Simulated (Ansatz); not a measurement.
# CH6AlNOS: up Jacob's ladder to CCSD(T)

One table from this session's results is given with a row withheld; the runs are named, their logs left out.

Computed with Ansatz 0.2.0, Gaussian basis. Level: functionals in def2-TZVPP, the program's frozen cores in correlated methods.

Plan: PBE-D4, r2SCAN-D4, PBE0-D4, B3LYP-D4, ωB97X-V, ωB97M-V, B2PLYP; CCSD(T)/def2-TZVPP; MP2/def2-QZVPP; extrapolation to the limit.

## Structure used throughout

All runs share one geometry, relaxed beforehand with PBE0-D4 in a triple-zeta def2 set.

SMILES `C[NH][Al]([OH])[SH]`, 11 atoms, charge 0, spin multiplicity 1.

Atoms are counted from 1 here; the program's logs count them from 0.

Bond lengths: C1–N2 1.447 Å, C1–H6 1.096 Å, C1–H7 1.093 Å, C1–H8 1.096 Å, N2–Al3 1.757 Å, N2–H9 1.008 Å, Al3–O4 1.692 Å, Al3–S5 2.189 Å, O4–H10 0.954 Å, S5–H11 1.344 Å. Angles: N2–C1–H6 112.4°, N2–C1–H7 110.2°, N2–C1–H8 112.4°, H6–C1–H7 106.9°, H6–C1–H8 107.8°, H7–C1–H8 106.9°, C1–N2–Al3 128.0°, C1–N2–H9 112.5°, Al3–N2–H9 119.5°, N2–Al3–O4 118.2°, N2–Al3–S5 118.0°, O4–Al3–S5 123.8°, Al3–O4–H10 125.6°, Al3–S5–H11 93.3°.

Set-up of the first run:

The input, in.yaml:

```yaml
crystal:
  periodic: [false, false, false]
  atoms:
    - {symbol: C, position_ang: [-0.403145, -0.457253, 1.818785]}
    - {symbol: N, position_ang: [0.582786, -0.198300, 0.792183]}
    - {symbol: Al, position_ang: [0.306354, 0.217620, -0.892618]}
    - {symbol: O, position_ang: [1.653702, 0.469434, -1.884976]}
    - {symbol: S, position_ang: [-1.763336, 0.381053, -1.585907]}
    - {symbol: H, position_ang: [-0.333787, 0.251252, 2.652724]}
    - {symbol: H, position_ang: [-1.410855, -0.364184, 1.405588]}
    - {symbol: H, position_ang: [-0.320079, -1.469753, 2.231191]}
    - {symbol: H, position_ang: [1.527693, -0.278304, 1.135162]}
    - {symbol: H, position_ang: [1.625826, 0.700586, -2.809874]}
    - {symbol: H, position_ang: [-1.399759, 0.690749, -2.841656]}
basis:
  gaussian: {orbitals: def2-TZVPP}
hamiltonian: {xc: pbe, dispersion: d4}
output: {forces: true, orbitals: {seedname: orbitals}}
```

The run is started by

```bash
> ansatz run in.yaml --threads 4 --pin off --events-out ev --progress --plain --max-ram 10444MiB
```

Among the steps run: PBE-D4 (GGA); r2SCAN-D4 (meta-GGA); PBE0-D4 (hybrid); B3LYP-D4 (hybrid); ωB97X-V (range-separated); ωB97M-V (range-separated); B2PLYP (double hybrid); CCSD(T) in def2-TZVPP; MP2 in def2-QZVPP.

One table of the session follows, with a row left open; its other results are not shown here.

```
            method  atomisation energy (kJ/mol)
            PBE-D4                       4038.9
         r2SCAN-D4                            ?
           PBE0-D4                       3961.8
          B3LYP-D4                       3975.0
           ωB97X-V                       3996.0
           ωB97M-V                       4000.1
            B2PLYP                       3935.0
     HF/def2-TZVPP                       2820.6
    MP2/def2-TZVPP                       3942.5
   CCSD/def2-TZVPP                       3810.5
CCSD(T)/def2-TZVPP                       3871.1
           MP2/CBS                       4065.7
       CCSD(T)/CBS                       3994.2
```

Estimate the missing values for r2SCAN-D4.

As computed: atomisation energy (kJ/mol): 3985.6. In the column «atomisation energy (kJ/mol)» it lies between B3LYP-D4 (3975.0) and CCSD(T)/CBS (3994.2).

Caveats from the session: Free atoms (1 C, 1 N, 1 Al, 1 O, 1 S, 6 H) were run apart at each level; the atomisation energy is their sum less the molecule, without zero-point or spin-orbit terms.
